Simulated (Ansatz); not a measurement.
# FH5NSi2 radical: small, medium and large basis sets

An exercise on one series of results from a longer session: the logs are not shown, and one member is left open.

Computed with Ansatz 0.2.0, Gaussian basis. Level: one geometry, several basis sets.

The runs, in order: PBE0-D4/def2-SVP; ωB97M-V/def2-SVP; PBE0-D4/def2-QZVPP; ωB97M-V/def2-QZVPP; the functionals' def2-TZVPP values are taken from earlier runs.

## The relaxed structure

The geometry comes from an earlier relaxation with PBE0-D4 in a triple-zeta def2 set; it is a stationary point, not always the lowest conformer.

9 atoms, charge 0, spin multiplicity 2.

Atoms are counted from 1 here; the program's logs count them from 0.

Bond lengths: N1–Si2 1.703 Å, N1–H5 1.007 Å, N1–H6 1.008 Å, Si2–F3 1.616 Å, Si2–Si4 2.346 Å, Si4–H7 1.485 Å, Si4–H8 1.492 Å, Si4–H9 1.486 Å. Angles: Si2–N1–H5 122.8°, Si2–N1–H6 123.0°, H5–N1–H6 112.1°, N1–Si2–F3 112.7°, N1–Si2–Si4 109.4°, F3–Si2–Si4 108.8°, Si2–Si4–H7 109.3°, Si2–Si4–H8 112.4°, Si2–Si4–H9 108.4°, H7–Si4–H8 108.9°, H7–Si4–H9 109.3°, H8–Si4–H9 108.5°.

The first run:

File in.yaml:

```yaml
crystal:
  periodic: [false, false, false]
  atoms:
    - {symbol: N, position_ang: [-0.977004, 1.372902, -0.683564]}
    - {symbol: Si, position_ang: [-0.847906, -0.322371, -0.578144]}
    - {symbol: F, position_ang: [-0.495531, -1.010664, -1.997238]}
    - {symbol: Si, position_ang: [0.823946, -0.883036, 0.969089]}
    - {symbol: H, position_ang: [-1.742279, 1.833654, -1.147441]}
    - {symbol: H, position_ang: [-0.198179, 1.993203, -0.528845]}
    - {symbol: H, position_ang: [1.131963, -2.331816, 0.856535]}
    - {symbol: H, position_ang: [2.078466, -0.103489, 0.756879]}
    - {symbol: H, position_ang: [0.315023, -0.594782, 2.335629]}
basis:
  gaussian: {orbitals: def2-SVP}
magnetization: {spin_polarized: true, initial_magnetization: 1}
hamiltonian: {xc: pbe0, dispersion: d4}
output: {orbitals: {seedname: orbitals}}
```

Among the steps run: PBE0-D4 in def2-SVP; ωB97M-V in def2-SVP; PBE0-D4 in def2-QZVPP; ωB97M-V in def2-QZVPP.

One of the session's tables, all rows but one given; the rest of the session is left out.

It belongs to the step «Functionals by basis». 

| functional | basis | HOMO (eV) | LUMO (eV) |
| --- | --- | --- | --- |
| PBE0-D4 | def2-SVP | ? | ? |
| PBE0-D4 | def2-TZVPP | -5.85 | -2.19 |
| PBE0-D4 | def2-QZVPP | -5.89 | -2.25 |
| ωB97M-V | def2-SVP | -7.42 | -0.45 |
| ωB97M-V | def2-TZVPP | -7.55 | -0.61 |
| ωB97M-V | def2-QZVPP | -7.60 | -0.71 |

Estimate the missing values for PBE0-D4, def2-SVP.

The run gave: HOMO (eV): -5.73; LUMO (eV): -2.12. In the column «HOMO (eV)» it is the highest.
